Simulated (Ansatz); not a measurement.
# MgTe5: the cost of one run

Computed with Ansatz 0.2.0 (DFT PBE, scalar-relativistic, plane waves, PAW, unless a step's input says otherwise).

1 further run of the same task is left out (it didn't finish).

### Step 1. The structure to begin with

The structure is cubic, space group F-43m (No. 216). The conventional cell has a = 9.194 Å, b = 9.194 Å, c = 9.194 Å, α = 90.00°, β = 90.00°, γ = 90.00°. Mg (site symmetry -43m) has 16 Te at 3.81 to 3.98 Å in its first shell of neighbours. Around Te (site symmetry 3m) lie 9 Te at 3.22 to 3.81 Å and 3 Mg at 3.81 Å. Around Te (site symmetry -43m) lie 12 Te at 3.81 Å and 4 Mg at 3.98 Å.

Structure file:

```cif
data_structure
_symmetry_space_group_name_H-M 'P 1'
_symmetry_Int_Tables_number 1
_cell_length_a 6.5012
_cell_length_b 6.5012
_cell_length_c 6.5012
_cell_angle_alpha 60.000
_cell_angle_beta 60.000
_cell_angle_gamma 60.000
_cell_volume 194.30
loop_
_atom_site_label
_atom_site_type_symbol
_atom_site_fract_x
_atom_site_fract_y
_atom_site_fract_z
_atom_site_occupancy
Mg1 Mg 0.50000 0.50000 0.50000 1
Te1 Te 0.87395 0.87395 0.87395 1
Te2 Te 0.87395 0.87395 0.37814 1
Te3 Te 0.87395 0.37814 0.87395 1
Te4 Te 0.37814 0.87395 0.87395 1
Te5 Te 0.25000 0.25000 0.25000 1
```

The cell is invented: random cell by space group and Wyckoff sites (F-43m, No. 216). Its size is a rough estimate.

### Step 2. A first look at the guess

input.yaml reads:

```yaml
crystal:
  lattice:
    - [0.0, 4.59705521, 4.59705521]
    - [4.59705521, 0.0, 4.59705521]
    - [4.59705521, 4.59705521, 0.0]
  atoms:
    - { symbol: Mg, position: [0.5, 0.5, 0.5] }
    - { symbol: Te, position: [0.87395297, 0.87395297, 0.87395297] }
    - { symbol: Te, position: [0.87395297, 0.87395297, 0.3781411] }
    - { symbol: Te, position: [0.87395297, 0.3781411, 0.87395297] }
    - { symbol: Te, position: [0.3781411, 0.87395297, 0.87395297] }
    - { symbol: Te, position: [0.25, 0.25, 0.25] }
basis:
  ecutwfc: 420
kpoints:
  mp_grid: { grid: [4, 4, 4] }
hamiltonian:
  xc: pbe
scf:
  occupations: { method: gaussian, width: 0.1 }
  lower_state_search: "off"
output:
  forces: true
  stress: true
  eigenvalues: true
```

Started as:

```sh
ansatz run input.yaml --threads 1 --pin off --max-ram 2560MiB --backend cpu --events-out ev --progress --plain --runs-dir out
```

Q: Estimate wall time and peak memory on 1 thread of Arm Neoverse V1, shared host.

About 6.6 s, with a peak of 0.39 GiB.
